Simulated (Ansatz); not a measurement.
# CH7AlSi2: small, medium and large basis sets

An exercise on one series of results from a longer session: the logs are not shown, and one member is left open.

Method: one geometry, several basis sets; program: Ansatz 0.2.0, Gaussian basis.

Plan: PBE0-D4/def2-SVP; ωB97M-V/def2-SVP; PBE0-D4/def2-QZVPP; ωB97M-V/def2-QZVPP; the functionals' def2-TZVPP values are taken from earlier runs.

## The relaxed structure

The geometry comes from an earlier relaxation with PBE0-D4 in a triple-zeta def2 set; it is a stationary point, not always the lowest conformer.

11 atoms, charge 0, spin multiplicity 1.

Atoms are counted from 1 here; the program's logs count them from 0.

Bond lengths: Si1–Si2 2.324 Å, Si1–H5 1.488 Å, Si1–H6 1.491 Å, Si1–H7 1.491 Å, Si2–C3 1.935 Å, Si2–Al4 2.327 Å, Si2–H8 1.491 Å, C3–Al4 1.948 Å, C3–H9 1.097 Å, C3–H10 1.089 Å, Al4–H11 1.580 Å. Angles: Si2–Si1–H5 111.5°, Si2–Si1–H6 113.3°, Si2–Si1–H7 107.7°, H5–Si1–H6 108.4°, H5–Si1–H7 108.1°, H6–Si1–H7 107.7°, Si1–Si2–C3 111.4°, Si1–Si2–Al4 115.3°, Si1–Si2–H8 113.4°, C3–Si2–Al4 53.4°, C3–Si2–H8 117.0°, Al4–Si2–H8 129.8°, Si2–C3–Al4 73.6°, Si2–C3–H9 111.8°, Si2–C3–H10 118.8°, Al4–C3–H9 110.7°, Al4–C3–H10 128.7°, H9–C3–H10 109.0° and more.

Geometry (Å):

```xyz
11

Si   -1.4582    1.3572    0.0627
Si   -0.3633   -0.6301    0.5660
C     1.5433   -0.4811    0.2697
Al    0.8447   -1.5698   -1.1865
H    -2.9175    1.1408   -0.1305
H    -1.2719    2.4111    1.1002
H    -0.8925    1.8757   -1.2162
H    -0.8029   -1.2371    1.8544
H     2.1141   -1.0979    0.9745
H     1.9909    0.5110    0.2243
H     1.2788   -2.3367   -2.4978
```

Set-up of the first run:

in.yaml

```yaml
crystal:
  periodic: [false, false, false]
  atoms:
    - {symbol: Si, position_ang: [-1.458226, 1.357190, 0.062715]}
    - {symbol: Si, position_ang: [-0.363292, -0.630135, 0.565962]}
    - {symbol: C, position_ang: [1.543285, -0.481074, 0.269708]}
    - {symbol: Al, position_ang: [0.844717, -1.569820, -1.186510]}
    - {symbol: H, position_ang: [-2.917504, 1.140762, -0.130462]}
    - {symbol: H, position_ang: [-1.271912, 2.411061, 1.100227]}
    - {symbol: H, position_ang: [-0.892527, 1.875707, -1.216217]}
    - {symbol: H, position_ang: [-0.802942, -1.237066, 1.854419]}
    - {symbol: H, position_ang: [2.114138, -1.097911, 0.974469]}
    - {symbol: H, position_ang: [1.990921, 0.510955, 0.224262]}
    - {symbol: H, position_ang: [1.278842, -2.336670, -2.497775]}
basis:
  gaussian: {orbitals: def2-SVP}
hamiltonian: {xc: pbe0, dispersion: d4}
output: {orbitals: {seedname: orbitals}}
```

Run with:

```bash
> ansatz run in.yaml --threads 2 --pin off --events-out ev --progress --plain --max-ram 4352MiB
```

Among the steps run: PBE0-D4 in def2-SVP; ωB97M-V in def2-SVP; PBE0-D4 in def2-QZVPP; ωB97M-V in def2-QZVPP.

One of the session's tables, all rows but one given; the rest of the session is left out.

It belongs to the step «Density functionals: the series». 

```
functional       basis  HOMO (eV)  LUMO (eV)
   PBE0-D4    def2-SVP      -6.05      -1.92
   PBE0-D4  def2-TZVPP      -6.04      -1.93
   PBE0-D4  def2-QZVPP          ?          ?
   ωB97M-V    def2-SVP      -7.93      -0.20
   ωB97M-V  def2-TZVPP      -7.95      -0.28
   ωB97M-V  def2-QZVPP      -7.96      -0.37
```

**Question.** Estimate the row for PBE0-D4, def2-QZVPP.

As computed: HOMO (eV): -6.04; LUMO (eV): -1.95.
